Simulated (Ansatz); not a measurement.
# AsH5Si: the cost of one run

Method: PBE0-D4/def2-TZVP structures, single points in def2-TZVPP, no counterpoise correction; program: Ansatz 0.2.0, Gaussian basis.

Levels: SPW92, PBE-D4, BLYP-D4, r2SCAN-D4, B97M-V, PBE0-D4, B3LYP-D4, r2SCAN0-D4, BHLYP-D4, CAM-B3LYP-D4, wB97X-V, wB97M-V, B2PLYP, PBE-QIDH, RPA on PBE, Hartree-Fock, MP2, CCSD, CCSD(T).

Cores are frozen in the correlated methods. Filled d shells of the heavier atoms are correlated. B3LYP uses VWN-RPA correlation. B2PLYP carries no dispersion term here.

94 further runs of the same task are left out: 94 set aside as unsound or not needed.

## Step 1: The starting structure

The complex: 11 atoms, charge 0, spin multiplicity 1.

Atoms are counted from 1 here; the program's logs count them from 0.

Bond lengths: Si1–H3 1.492 Å, Si1–H4 1.485 Å, Si1–H5 1.484 Å, Si1–As7 2.365 Å, N2–H6 1.013 Å, N2–H8 1.013 Å, N2–H9 1.013 Å, As7–H10 1.526 Å, As7–H11 1.519 Å. Angles: H3–Si1–H4 106.8°, H3–Si1–H5 107.8°, H3–Si1–As7 108.9°, H4–Si1–H5 109.7°, H4–Si1–As7 110.2°, H5–Si1–As7 113.3°, H6–N2–H8 107.3°, H6–N2–H9 107.3°, H8–N2–H9 107.3°, Si1–As7–H10 94.0°, Si1–As7–H11 93.1°, H10–As7–H11 92.2°.

Coordinates:

| atom | x (Å) | y (Å) | z (Å) |
| --- | --- | --- | --- |
| Si1 | -1.27893 | -0.14624 | 0.54092 |
| N2 | 1.75818 | -0.58568 | 0.19326 |
| H3 | -2.75863 | -0.02555 | 0.68892 |
| H4 | -0.94759 | -1.58591 | 0.69329 |
| H5 | -0.64922 | 0.63116 | 1.63736 |
| H6 | 2.44873 | 0.10260 | -0.08064 |
| As7 | -0.66231 | 0.60899 | -1.61387 |
| H8 | 1.94370 | -0.83153 | 1.15802 |
| H9 | 1.92038 | -1.41450 | -0.36565 |
| H10 | -1.91098 | 1.46833 | -1.78700 |
| H11 | 0.13657 | 1.77824 | -1.06461 |

Its parts: SiAsH5 holds atoms 1, 3, 4, 5, 7, 10, 11; NH3 holds atoms 2, 6, 8, 9. Each part counts its atoms afresh in its own runs.

## Step 2: Relaxing SiAsH5 alone

Input file relax-a/in.yaml:

```yaml
crystal:
  periodic: [false, false, false]
  atoms:
    - {symbol: Si, position_ang: [-1.278930, -0.146243, 0.540920]}
    - {symbol: H, position_ang: [-2.758632, -0.025546, 0.688922]}
    - {symbol: H, position_ang: [-0.947593, -1.585913, 0.693287]}
    - {symbol: H, position_ang: [-0.649219, 0.631160, 1.637361]}
    - {symbol: As, position_ang: [-0.662307, 0.608987, -1.613870]}
    - {symbol: H, position_ang: [-1.910977, 1.468329, -1.786998]}
    - {symbol: H, position_ang: [0.136574, 1.778240, -1.064613]}
basis:
  gaussian: {orbitals: def2-TZVP}
hamiltonian: {xc: pbe0, dispersion: d4}
relax: {f_tol: 0.005, max_steps: 200}
```

Command:

```sh
$ ansatz run in.yaml --threads 4 --pin off --events-out ev --progress --plain --max-ram 9574MiB
```

**Question.** How long does this run take on 4 threads of Arm Neoverse V2, shared host?

About 12 s.
